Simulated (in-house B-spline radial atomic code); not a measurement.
**Ba⁵⁵⁺: excited configurations**

Wanted: excitation energies of Ba⁵⁵⁺ as differences of total energies (ΔSCF).

The numbers are computed with in-house B-spline radial atomic code version 1 (Dirac-Hartree-Fock, average of configuration, Fermi nucleus, basis-set limit), except any that are marked as measured or tabulated.

## Step 1: The atom as given

| Quantity | Value |
| --- | --- |
| element | barium (Z = 56) |
| charge | +55 |
| electrons | 1 |
| configuration | 1s1 |
| Hamiltonian | Dirac-Coulomb |
| nucleus | Fermi, rms radius 4.838 fm |

Settings of the run:

```ini
Z = 56
electrons = 1.0
configuration = 1s1
hamiltonian = dirac
method = hf
spin_polarised = False
nucleus = fermi
rms_radius = 4.8378
mass_number = 138
atomic_mass = 137.905247059
speed_of_light = 137.035999084
```

The reference is known from an earlier run: -1639.428016 hartree in all. Up to eight levels, counted from the top:

```csv
orbital,occupation,energy (eV),<r> (bohr)
1s1/2,1,-44611.1,0.02523
```

## Step 2: Configuration 2p1

Settings of the run:

```ini
Z = 56
electrons = 1.0
configuration = 2p1
hamiltonian = dirac
method = hf
spin_polarised = False
nucleus = fermi
rms_radius = 4.8378
mass_number = 138
atomic_mass = 137.905247059
speed_of_light = 137.035999084
```

## Step 3: 3s1

Settings: those of step 2 with these lines changed.

```diff
@@ -2,3 +2,3 @@
 electrons = 1.0
-configuration = 2p1
+configuration = 3s1
 hamiltonian = dirac
```

## Step 4: Configuration 2s1

Settings: those of step 3 with these lines changed.

```diff
@@ -2,3 +2,3 @@
 electrons = 1.0
-configuration = 3s1
+configuration = 2s1
 hamiltonian = dirac
```

## Step 5: Run with 5p1

Settings: those of step 4 with these lines changed.

```diff
@@ -2,3 +2,3 @@
 electrons = 1.0
-configuration = 2s1
+configuration = 5p1
 hamiltonian = dirac
```

## Step 6: 4p1

Settings: those of step 5 with these lines changed.

```diff
@@ -2,3 +2,3 @@
 electrons = 1.0
-configuration = 5p1
+configuration = 4p1
 hamiltonian = dirac
```

Before running: How far above the reference does each configuration lie (order and size, in eV)?

The runs gave:

| net move | configuration | energy above the reference (eV) | with Breit, QED, recoil (eV) | largest <r> (bohr) |
| --- | --- | --- | --- | --- |
| 1s → 2s | 2s1 | 33333.5 | 33291.5 | 0.100 |
| 1s → 2p | 2p1 | 33664.6 | 33615.7 | 0.0878 |
| 1s → 3s | 3s1 | 39655.0 | 39607.8 | 0.230 |
| 1s → 4p | 4p1 | 41888.1 | 41838.6 | 0.404 |
| 1s → 5p | 5p1 | 42873.5 | 42823.9 | 0.643 |

Quantum defects of the promoted electron, δ = n − ζ/√(−2ε) with ζ = 56 and ε its orbital energy in hartree:

| promotion | δ |
| --- | --- |
| 1s → 2s | 0.055 |
| 1s → 2p | 0.026 |
| 1s → 3s | 0.066 |
| 1s → 4p | 0.042 |
| 1s → 5p | 0.045 |

**Reading.** The energies run from 33333.5 eV (1s → 2s) to 42873.5 eV (1s → 5p). Of those tabulated, the defect is largest for 3s (0.07) and least for 2p (0.03); at this charge much of the defect is relativistic. These are averages over configurations, without correlation, not spectroscopic levels.
